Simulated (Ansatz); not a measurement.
Working through a relaxation of the ions of MoF6, space group Im-3m

Computed with Ansatz 0.2.0, Python API.

Notebook, run cell by cell (the value of a cell's last expression is shown):

In [1]:
```python
import json

import ansatz as az
from ase import Atoms
from ase.neighborlist import neighbor_list
import matplotlib.pyplot as plt
import numpy as np
```

In [2]:
```python
OCCUPATIONS = 'Fixed'
SCF_TOL = 1e-09
MAX_ITERATIONS = 200
FORCE_TOL = 0.1
```

In [3]:
```python
atoms = Atoms(
    ['Mo', 'F', 'F', 'F', 'F', 'F', 'F'],
    scaled_positions=[
        (0.0, 0.0, 0.0),
        (0.710671, 0.710671, 0.0),
        (0.289329, 0.289329, 0.0),
        (0.0, 0.289329, 0.289329),
        (0.0, 0.710671, 0.710671),
        (0.710671, 0.0, 0.710671),
        (0.289329, 0.0, 0.289329),
    ],
    cell=[
        (-3.167343, 3.167343, 3.167343),
        (3.167343, -3.167343, 3.167343),
        (3.167343, 3.167343, -3.167343),
    ],
    pbc=True,
)
structure = az.Crystal.from_ase(atoms)
# push one atom off its site
```

In [4]:
```python
setup = (
    structure.move(6, to=(0.297222, 0.007893, 0.305115)).calculation()
    .occupations(OCCUPATIONS)  # whole-number filling, right only where there is a gap
    .functional(az.Functional.LDA)
    .kpoints(2, center='monkhorst-pack')  # sampling of the Brillouin zone
    .scf(tolerance=SCF_TOL, max_iterations=MAX_ITERATIONS)
    .pseudopotentials('paw')
    .mixing('anderson')
    .relax(force_tolerance=FORCE_TOL, max_steps=40, density_extrapolation='second_order')  # relax until the tolerances are met
    .density()
    .potential()
)
out = setup.run(threads=1, backend='cpu', events_out='stream.ndjson')
with open('stream.ndjson') as stream:
    events = [json.loads(line) for line in stream]
steps = [e['data'] for e in events if e['event'] == 'relax_step']
data = out.report
```
```text
DeckWarning: basis.ecutwfc = 420 eV, auto-derived from the records' recommended cutoffs: set by Mo (normal level)
```

In [5]:
```python
data['mixing_algorithm'], data['preconditioner'], data['eigensolver']
```
Out [5]:
```text
('Anderson', 'Resta', 'band_cg')
```

In [6]:
```python
data['published_state_doubts']
```
Out [6]:
```text
[]
```

In [7]:
```python
for s in steps:
    flag = '' if s['accepted'] else '  (rejected)'
    print('step %2d  E = %.5f eV  largest force component = %.4f eV/A%s' % (s['step'], s['lagrangian_ev'], s['allowed_force_max_ev_ang'], flag))
```
```text
step  1  E = -9605.56894 eV  largest force component = 1.7060 eV/A
step  2  E = -9605.64598 eV  largest force component = 0.3890 eV/A
step  3  E = -9605.64880 eV  largest force component = 0.0511 eV/A
step  4  E = -9605.64894 eV  largest force component = 0.0145 eV/A
step  5  E = -9605.64943 eV  largest force component = 0.0672 eV/A
step  6  E = -9605.64483 eV  largest force component = 0.6002 eV/A  (rejected)
step  7  E = -9605.65149 eV  largest force component = 0.2005 eV/A
step  8  E = -9605.65482 eV  largest force component = 0.3435 eV/A
step  9  E = -9605.66294 eV  largest force component = 0.2342 eV/A
step 10  E = -9605.66907 eV  largest force component = 0.1756 eV/A
step 11  E = -9605.67862 eV  largest force component = 0.2867 eV/A
step 12  E = -9605.68547 eV  largest force component = 0.3058 eV/A
step 13  E = -9605.69659 eV  largest force component = 0.0275 eV/A
```

In [8]:
```python
first, last = steps[0], steps[-1]
symbols = [site.symbol for site in out.lattice.sites]
print(f'energy gained {first["lagrangian_ev"] - last["lagrangian_ev"]:.4f} eV in {len(steps) - 1} steps')
```
```text
energy gained 0.1276 eV in 12 steps
```

In [9]:
```python
final = Atoms(symbols, positions=last['positions_ang'], cell=out.lattice.cell_ang, pbc=True)
i, j, d = neighbor_list('ijd', final, 4.5)
print('neighbours within 1.1 times the shortest distance of each atom (A)')
for atom in range(len(final)):
    near = [m for m in np.argsort(d) if i[m] == atom]
    shell = [m for m in near if d[m] < 1.1 * d[near[0]]]
    print(f'{symbols[atom]}{atom} ({len(shell)}):', ', '.join(f'{symbols[j[m]]} {d[m]:.3f}' for m in shell))
```
```text
neighbours within 1.1 times the shortest distance of each atom (A)
Mo0 (6): F 1.816, F 1.816, F 1.822, F 1.822, F 1.822, F 1.822
F1 (1): Mo 1.816
F2 (1): Mo 1.816
F3 (1): Mo 1.822
F4 (1): Mo 1.822
F5 (1): Mo 1.822
F6 (1): Mo 1.822
```

In [10]:
```python
print('relaxed fractional positions')
for site in out.lattice.sites:
    print(f'  {site.symbol:2s}', ' '.join(f'{v % 1:8.5f}' for v in np.round(site.position_frac, 5)))
```
```text
relaxed fractional positions
  Mo  0.00113  0.00113  0.00226
  F   0.71442  0.71434  0.00223
  F   0.28789  0.28781  0.00223
  F   0.88326  0.26345  0.14672
  F   0.11898  0.73880  0.85779
  F   0.73879  0.88330  0.62209
  F   0.26342  0.11905  0.38247
```

In [11]:
```python
fig, (top, bottom) = plt.subplots(2, 1, sharex=True, figsize=(4.5, 4))
top.plot([s['lagrangian_ev'] - last['lagrangian_ev'] for s in steps], 'o-')
top.set_ylabel('E - E(final) (eV)')
bottom.semilogy([max(s['allowed_force_max_ev_ang'], 1e-6) for s in steps], 's-')
bottom.set(xlabel='step', ylabel='largest force (eV/A)')
fig.tight_layout()
fig.savefig('relax.png', dpi=100)
```

In [12]:
```python
moved = np.linalg.norm(np.array(last['positions_ang']) - np.array(first['positions_ang']), axis=1)
print('displacement by atom (A):', ' '.join(f'{s}:{d:.3f}' for s, d in zip(symbols, moved)))

print('%-22s %14.5f eV' % ('F = E - TS', data['free_energy_ev']))
print('%-22s %14.5f eV' % ('E', data['internal_energy_ev']))
print('%-22s %14.5f eV' % ('Harris-Foulkes', data['harris_foulkes_ev']))
print('%-22s %14.5f eV' % ('Fermi level', data['fermi_energy_ev']))
```
```text
displacement by atom (A): Mo:0.010 F:0.019 F:0.019 F:0.757 F:0.775 F:0.760 F:0.736
F = E - TS                -9605.69659 eV
E                         -9605.69659 eV
Harris-Foulkes            -9605.69659 eV
Fermi level                  -3.05466 eV
```

In [13]:
```python
rho = out.density()
total = sum(ch.density_e_per_ang3 for ch in rho.channels[:2]) if len(rho.channels) < 3 else rho.channels[0].density_e_per_ang3
print('grid', rho.dims, 'electrons', round(float(total.mean() * rho.cell_volume_ang3), 4))
profile = total.mean(axis=(0, 2))
print('planar average along grid axis 1 (e/A^3):')
print(np.array2string(profile[:: max(len(profile) // 16, 1)], precision=4))
```
```text
grid (40, 40, 40) electrons 56.0
planar average along grid axis 1 (e/A^3):
[0.5446 0.5768 0.5969 0.5505 0.5605 0.6541 0.6053 0.3649 0.1528 0.0631
 0.0406 0.0611 0.1466 0.3533 0.5975 0.6564 0.5636 0.5482 0.5959 0.5791]
```

In [14]:
```python
v = out.potential()
line = v.v_es_ev.mean(axis=(0, 1))
print('planar mean of the electrostatic potential along the third grid axis (eV):')
np.round(line[:: max(len(line) // 12, 1)], 3)
```
```text
planar mean of the electrostatic potential along the third grid axis (eV):
```
Out [14]:
```text
array([-5.83 , -4.476,  0.325,  3.803,  5.038,  4.997,  5.666,  5.939,
        5.152,  5.001,  4.516,  1.919, -2.834, -5.741])
```

Reading the output:
- These settings explore the input space; cutoff and mesh may be short of convergence.
- Spin is left out of this run.
- With fixed filling the reported Fermi level is the top filled level among the k-points of the SCF.
- Energy and stress may still move on a finer k-point mesh.
- Only differences from the Fermi energy are physical; the zero of the scale is a convention.
- Energies along a relaxation are free energies. A last row that repeats the one before re-solves the same geometry more tightly.
- The cell relaxed to the group I4/m; tensors and edges are in the axes of the typed cell.
- Densities and potentials on the grid are those of the valence electrons, and inside the cores they hang on the potentials used.
- The structure comes from a database of computed cells and needn't be a stable or known phase.
- Warnings are shown shortened and without file and line.
- The whole script took 22 s on 1 thread of AMD EPYC 7R13 Processor (Zen 3), with other jobs on the host, peak memory 0.47 GiB.

(A comment or docstring line of the script was reworded after the run, the code is as it ran; lines on the test bed's own set-up are left out of the output.)
